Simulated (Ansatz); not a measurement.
# C2H2BCl (SMILES ClC1=CB1): single points off equilibrium

An exercise on one series of results from a longer session: the logs are not shown, and one member is left open.

The runs use Ansatz 0.2.0, Gaussian basis; single points in def2-TZVPP.

Correlated methods freeze the cores. B3LYP uses VWN-RPA correlation.

## Starting geometry

SMILES `ClC1=CB1`, 6 atoms, charge 0, spin multiplicity 1.

Atoms are counted from 1 here; the program's logs count them from 0.

Bond lengths: Cl1–C2 1.638 Å, C2–C3 1.397 Å, C2–B4 1.525 Å, C3–B4 1.529 Å, C3–H5 0.981 Å, B4–H6 1.224 Å. Angles: Cl1–C2–C3 134.4°, Cl1–C2–B4 162.1°, C3–C2–B4 62.9°, C2–C3–B4 62.6°, C2–C3–H5 135.4°, B4–C3–H5 160.5°, C2–B4–C3 54.5°, C2–B4–H6 143.0°, C3–B4–H6 158.9°.

Geometry (Å):

```
Cl   -0.98670   -2.07960   -0.42930
C    -0.40320   -0.56880   -0.18380
C     0.83170   -0.05090    0.21580
B    -0.32290    0.93630    0.04580
H     1.68710   -0.43170    0.50780
H    -0.89840    1.99200   -0.18340
```

Set-up of the first run:

Contents of run/in.yaml:

```yaml
crystal:
  periodic: [false, false, false]
  atoms:
    - {symbol: Cl, position_ang: [-0.986700, -2.079600, -0.429300]}
    - {symbol: C, position_ang: [-0.403200, -0.568800, -0.183800]}
    - {symbol: C, position_ang: [0.831700, -0.050900, 0.215800]}
    - {symbol: B, position_ang: [-0.322900, 0.936300, 0.045800]}
    - {symbol: H, position_ang: [1.687100, -0.431700, 0.507800]}
    - {symbol: H, position_ang: [-0.898400, 1.992000, -0.183400]}
basis:
  gaussian: {orbitals: def2-TZVPP}
correlation: {method: ccsd_t}
output: {forces: true}
```

No record of the launch command was kept for these runs.

Steps of the session up to this table: CCSD(T)/def2-TZVPP; PBE0-D4/def2-TZVPP; wB97M-V/def2-TZVPP; r2SCAN-D4/def2-TZVPP; PBE-D4/def2-TZVPP; B3LYP-D4/def2-TZVPP; LC-wPBE/def2-TZVPP.

One of the session's tables, all rows but one given; the rest of the session is left out.

```
   method  RMS force component (eV/Å)  angle to CCSD(T) forces (°)  dipole (D)
  CCSD(T)                       2.316                    reference        0.79
  PBE0-D4                       2.487                          5.2        0.81
  wB97M-V                           ?                            ?           ?
r2SCAN-D4                       2.430                          3.5        0.81
   PBE-D4                       2.363                          2.9        0.81
 B3LYP-D4                       2.461                          3.8        0.79
  LC-wPBE                       2.636                          7.5        0.80
```

**Question.** Estimate the row for wB97M-V.

As computed: RMS force component (eV/Å): 2.493; angle to CCSD(T) forces (°): 4.4; dipole (D): 0.80. In the column «RMS force component (eV/Å)» it lies between PBE0-D4 (2.487) and LC-wPBE (2.636).
